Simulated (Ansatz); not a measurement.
# SnPb3S4: the cost of one run

Program: Ansatz 0.2.0. Level of theory: DFT r2SCAN, scalar-relativistic, plane waves, PAW. These are calculated values, not measurements.

## Step 1: The starting structure

Symmetry: Fmm2, No. 42, orthorhombic system. The conventional cell has a = 8.484 Å, b = 11.947 Å, c = 8.488 Å, α = 90.00°, β = 90.00°, γ = 90.00°. Sn (site symmetry mm2) has 4 S at 2.71 to 2.97 Å as nearest neighbours. Around Pb (site symmetry 2) lie 6 S at 2.98 to 3.03 Å. Pb (site symmetry mm2) is surrounded by 6 S at 2.97 to 3.04 Å. S (site symmetry m) is surrounded by 1 Sn at 2.71 Å and 4 Pb at 2.97 to 3.04 Å. S (site symmetry m) is surrounded by 1 Sn at 2.97 Å and 5 Pb at 2.98 to 3.03 Å.

As a file:

```cif
data_structure
_symmetry_space_group_name_H-M 'Fmm2'
_symmetry_Int_Tables_number 42
_cell_length_a 8.4835
_cell_length_b 11.9471
_cell_length_c 8.4885
_cell_angle_alpha 90.000
_cell_angle_beta 90.000
_cell_angle_gamma 90.000
_cell_volume 860.34
loop_
_atom_site_label
_atom_site_type_symbol
_atom_site_symmetry_multiplicity
_atom_site_Wyckoff_symbol
_atom_site_fract_x
_atom_site_fract_y
_atom_site_fract_z
_atom_site_occupancy
Sn1 Sn 4 a 0.50000 0.00000 0.98380 1
Pb1 Pb 8 b 0.25000 0.25000 0.74528 1
Pb2 Pb 4 a 0.50000 0.00000 0.49409 1
S1 S 8 d 0.26602 0.00000 0.76591 1
S2 S 8 c 0.00000 0.25197 0.99949 1
```

It is the end of an earlier relaxation with the same method, from a generated guess; it needn't be the stable form of this composition. At a tolerance of 0.02 Å it has space group Fmm2 (No. 42); it has 26.89 Å³/atom, an uncorrected energy of -0.52 eV/atom over the elements and, on its mesh, gap 0.06 eV.

## Step 2: The same geometry with r2SCAN

Contents of input.yaml:

```yaml
crystal:
  lattice:
    - [0.0, 5.9735704354, 4.2442260285]
    - [4.2417686592, 0.0, 4.2442260285]
    - [4.2417686592, 5.9735704354, 0.0]
  atoms:
    - { symbol: Sn, position: [0.4837955622, 0.4837955622, 0.5162044378] }
    - { symbol: Pb, position: [0.7452781329, 0.7452781329, 0.7547218671] }
    - { symbol: Pb, position: [0.2452781329, 0.2452781329, 0.2547218671] }
    - { symbol: Pb, position: [0.9940911333, 0.9940911333, 0.0059088667] }
    - { symbol: S, position: [0.4998873065, 0.0319245611, 0.5001126935] }
    - { symbol: S, position: [0.2514645036, 0.7475209582, 0.2524790418] }
    - { symbol: S, position: [0.0319245611, 0.4998873065, 0.9680754389] }
    - { symbol: S, position: [0.7475209582, 0.2514645036, 0.7485354964] }
basis:
  ecutwfc: 500
kpoints:
  mp_grid: { grid: [8, 8, 8] }
  band_path:
    path:
      - [[0.0, 0.0, 0.0], [0.5, 0.0, 0.5], [0.5, 0.37365387, 0.87365387]]
      - [[0.5, 0.62634613, 0.12634613], [0.5, 0.5, 0.0], [0.75057397, 0.5, 0.25057397]]
      - [[0.24942603, 0.5, 0.74942603], [0.0, 0.5, 0.5], [0.12591307, 0.62591307, 0.5]]
      - [[0.87408693, 0.37408693, 0.5], [0.5, 0.0, 0.5]]
    npoints: 14
hamiltonian:
  xc: r2scan
scf:
  occupations: { method: gaussian, width: 0.01 }
  n_extra_bands: 20
output:
  forces: true
  stress: true
  eigenvalues: true
  populations: true
  dos: { projected: true, de: 0.02, nscf_kmesh: { grid: [10, 10, 10] } }
  bader: true
  write_density: true
  write_potential: true
  elf: true
  volumetric_format: npy
```

The run is started by

```console
> ansatz run input.yaml --threads 4 --pin off --max-ram 8192MiB --backend cpu --events-out ev --progress --plain --runs-dir out
```

What time and memory should one allow on 4 threads of AMD EPYC 7R43 (Zen 3), shared host?

About 3.9 min, with a peak of 2.5 GiB.
